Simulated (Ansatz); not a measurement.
Born–Oppenheimer molecular dynamics of a periodic cell of 41 atoms, Ba8LiTi8O24 (host BaTiO3, host structure Pm-3m, interstitial Li), cell charge +1. It starts from a partly relaxed structure (largest force component 0.06 eV/Å).

Method: DFT PBE, scalar-relativistic, plane waves, PAW in Ansatz. Settings: PAW set soft_1, cutoff 420 eV, k mesh 2x2x2, fermi-dirac smearing 0.05 eV, no spin polarisation.

* ensemble: NVT, Langevin thermostat
* time step: 1 fs
* steps asked: 140
* set temperature: 1500 K
* friction: 0.02 /fs
* seed: 938911

First frame:

```xyz
41
Lattice="7.9400 0.0000 0.0000 0.0000 7.9400 0.0000 0.0000 0.0000 7.9400" Properties=species:S:1:pos:R:3
Ba -0.012 -0.001 0.000
Ti 2.222 1.750 1.750
O 2.037 1.935 -0.052
O 0.036 1.947 1.947
O 2.037 -0.052 1.935
Ba -0.002 0.023 3.974
Ti 1.912 2.060 5.841
O 2.028 1.945 3.937
O 0.031 1.996 5.922
O 1.998 -0.031 5.934
Ba -0.002 3.974 0.023
Ti 1.912 5.840 2.060
O 1.998 5.934 -0.031
O 0.031 5.922 1.997
O 2.028 3.937 1.945
Ba -0.277 4.247 4.247
Ti 1.951 6.035 6.035
O 1.975 5.923 3.941
O -0.005 5.993 5.993
O 1.975 3.941 5.923
Ba 4.011 -0.039 -0.039
Ti 6.072 2.060 2.060
O 5.979 1.974 -0.031
O 4.024 1.934 1.935
O 5.979 -0.031 1.975
Ba 3.973 -0.001 3.985
Ti 5.877 2.020 6.035
O 5.989 1.997 3.941
O 4.003 1.974 5.935
O 5.957 -0.002 5.955
Ba 3.973 3.984 -0.001
Ti 5.877 6.035 2.020
O 5.957 5.955 -0.001
O 4.003 5.934 1.975
O 5.989 3.941 1.997
Ba 3.949 3.974 3.974
Ti 5.867 6.045 6.045
O 5.919 5.994 3.977
O 3.974 5.955 5.955
O 5.919 3.977 5.994
Li 0.992 2.984 2.984
```

Problem. What does the run give?

Solution. All steps were run.

```json
{
 "steps done": "140",
 "time covered": "140 fs",
 "mean temperature over the second half": "1574 K",
 "spread of the potential energy over the second half": "11.5 meV per atom",
 "mean potential energy of the second half above the start": "186.0 meV per atom"
}
```

A run of 0.14 ps of so small a system gives no equilibrium averages. Limits of this set-up: a small cell, in which the defect meets its images, a typed lattice constant that wasn't relaxed here, charged cell in a uniform background, uncorrected.

Problem. What happens to the structure?

Solution. Mean squared displacements from the first frame to the last, about the centre of mass: Ba 0.06 Å², Ti 0.11 Å², O 0.08 Å², Li 1.25 Å². The details hang on the random start.

Problem. How do temperature and energy run in time?

Solution. 
| time (fs) | T (K) | potential energy less start (eV) |
| --- | --- | --- |
| 0 | 1463 | 0.000 |
| 11 | 1092 | 2.649 |
| 22 | 941 | 5.354 |
| 33 | 1084 | 6.822 |
| 44 | 1460 | 6.832 |
| 55 | 1155 | 6.971 |
| 66 | 1515 | 6.321 |
| 77 | 1419 | 7.482 |
| 88 | 1627 | 7.966 |
| 99 | 1482 | 8.432 |
| 110 | 1706 | 7.159 |
| 121 | 1679 | 7.279 |
| 132 | 1576 | 7.691 |

The run took 21 min on 4 threads of Intel(R) Xeon(R) Platinum 8259CL CPU @ 2.50GHz (Skylake/Cascade Lake), on a shared host, peak memory 3 GiB.
